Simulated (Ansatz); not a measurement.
# TaH4N2ClO: how energies converge with the basis set

How large a basis does TaH4N2ClO need? Two functionals are run in growing sets.

The runs use Ansatz 0.2.0, Gaussian basis; one geometry, several basis sets.

Levels to be run: PBE0-D4/def2-SVP; ωB97M-V/def2-SVP; PBE0-D4/def2-QZVPP; ωB97M-V/def2-QZVPP; the functionals' def2-TZVPP values are taken from earlier runs.

### 1 The relaxed structure

An earlier PBE0-D4/def2-TZVP relaxation fixed the geometry. Ta takes the def2 core potential; no spin-orbit term is included.

SMILES `[NH]=[Ta]([NH2])([OH])[Cl]`, 9 atoms, charge 0, spin multiplicity 1.

Atoms are counted from 1 here; the program's logs count them from 0.

Bond lengths: N1–Ta2 1.761 Å, N1–H6 1.006 Å, Ta2–N3 1.970 Å, Ta2–O4 1.905 Å, Ta2–Cl5 2.332 Å, N3–H7 1.007 Å, N3–H8 1.011 Å, O4–H9 0.956 Å. Angles: Ta2–N1–H6 174.6°, N1–Ta2–N3 104.0°, N1–Ta2–O4 111.4°, N1–Ta2–Cl5 111.1°, N3–Ta2–O4 109.7°, N3–Ta2–Cl5 111.0°, O4–Ta2–Cl5 109.6°, Ta2–N3–H7 126.0°, Ta2–N3–H8 123.3°, H7–N3–H8 110.5°, Ta2–O4–H9 132.3°.

### 2 PBE0-D4 in def2-SVP

in.yaml reads:

```yaml
crystal:
  periodic: [false, false, false]
  atoms:
    - {symbol: N, position_ang: [-0.280795, 1.564121, -0.628767]}
    - {symbol: Ta, position_ang: [-0.057629, -0.172486, -0.440416]}
    - {symbol: N, position_ang: [1.210336, -0.330416, 1.059091]}
    - {symbol: O, position_ang: [-1.692974, -1.038640, 0.009692]}
    - {symbol: Cl, position_ang: [0.821265, -1.121967, -2.380458]}
    - {symbol: H, position_ang: [-0.443386, 2.537653, -0.822431]}
    - {symbol: H, position_ang: [1.657555, 0.433578, 1.539818]}
    - {symbol: H, position_ang: [1.452005, -1.211789, 1.491375]}
    - {symbol: H, position_ang: [-2.577975, -0.706355, 0.154895]}
basis:
  gaussian: {orbitals: def2-SVP}
hamiltonian: {xc: pbe0, dispersion: d4}
output: {orbitals: {seedname: orbitals}}
```

Launch:

```console
$ ansatz run in.yaml --threads 4 --pin off --events-out ev --progress --plain --max-ram 10444MiB
```

Further steps of the session: ωB97M-V in def2-SVP; PBE0-D4 in def2-QZVPP; ωB97M-V in def2-QZVPP.

Q: Predict the results of all the runs planned. Wanted: PBE0-D4: double and triple zeta above quadruple; ωB97M-V: double and triple zeta above quadruple.

**Answer**, as computed:

| quantity | value |
| --- | --- |
| PBE0-D4: double and triple zeta above quadruple | 11.66, 0.68 eV |
| ωB97M-V: double and triple zeta above quadruple | 11.79, 0.65 eV |

**Reading.** For PBE0-D4 the step from double to triple zeta gains 10.98 eV and the next only 0.68 eV. These are total energies; as a rule much of such shifts cancels in differences, which this series doesn't test. The LUMO of ωB97M-V is positive and keeps falling with the basis (1.48 to 0.61 eV): an unbound level that the basis holds in place.
